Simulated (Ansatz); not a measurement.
# Ge3N: the cost of one run

Computed with Ansatz 0.2.0 (DFT PBE, scalar-relativistic, plane waves, PAW, unless a step's input says otherwise).

3 further runs of the same task are left out: 1 that didn't finish, 2 set aside as unsound or not needed. Runs told in other sessions of the task aren't counted.

### 1 Starting point

The structure is trigonal, space group R32 (No. 155). Conventional cell: a = 5.284 Å, b = 5.284 Å, c = 8.276 Å, α = 90.00°, β = 90.00°, γ = 120.00°. Ge (site symmetry 2) is surrounded by 2 N at 2.28 Å. N (site symmetry 32) is surrounded by 6 Ge at 2.28 Å.

As a file:

```
Ge N
1.0
     2.64190    1.52530    2.75864
    -2.64190    1.52530    2.75864
     0.00000   -3.05061    2.75864
Ge N
3 1
Direct
  0.50000 0.18494 0.81506
  0.18494 0.81506 0.50000
  0.81506 0.50000 0.18494
  0.00000 0.00000 0.00000
```

The cell was relaxed beforehand at this level, from a database cell with other species swapped in; it is a trial structure. At a tolerance of 0.05 Å it has space group R32 (No. 155); it has 16.67 Å³/atom, an uncorrected energy of +0.74 eV/atom over the elements.

### 2 Electronic structure at the relaxed geometry

Input file input.yaml:

```yaml
crystal:
  lattice:
    - [2.6419020174, 1.5253028391, 2.758637524]
    - [-2.6419020174, 1.5253028391, 2.758637524]
    - [0.0, -3.0506056837, 2.7586375209]
  atoms:
    - { symbol: Ge, position: [0.5, 0.1849434812, 0.8150565188] }
    - { symbol: Ge, position: [0.1849434812, 0.8150565188, 0.5] }
    - { symbol: Ge, position: [0.8150565188, 0.5, 0.1849434812] }
    - { symbol: "N", position: [0.0, 0.0, 0.0] }
basis:
  ecutwfc: 420
kpoints:
  mp_grid: { grid: [12, 12, 12] }
  band_path:
    path:
      - [[0.0, 0.0, 0.0], [0.5, 0.5, 0.5], [0.62952046, 0.37047954, 0.5]]
      - [[0.5, -0.37047954, 0.37047954], [0.5, 0.0, 0.0], [0.0, 0.0, 0.0], [0.43523977, -0.43523977, 0.0]]
      - [[0.56476023, 0.0, 0.43523977], [0.5, 0.0, 0.5], [0.0, 0.0, 0.0]]
    npoints: 14
hamiltonian:
  xc: pbe
scf:
  occupations: { method: gaussian, width: 0.1 }
  n_extra_bands: 10
output:
  forces: true
  stress: true
  eigenvalues: true
  populations: true
  dos: { projected: true, de: 0.02, nscf_kmesh: { grid: [15, 15, 15] } }
  bader: true
  write_density: true
  write_potential: true
  elf: true
  volumetric_format: npy
```

Launch:

```bash
> ansatz run input.yaml --threads 1 --pin off --max-ram 2560MiB --backend cpu --events-out ev --progress --plain --runs-dir out
```

What time and memory should one allow on 1 thread of Intel Xeon at 2.70GHz, shared host?

About 2.1 min, with a peak of 0.75 GiB.
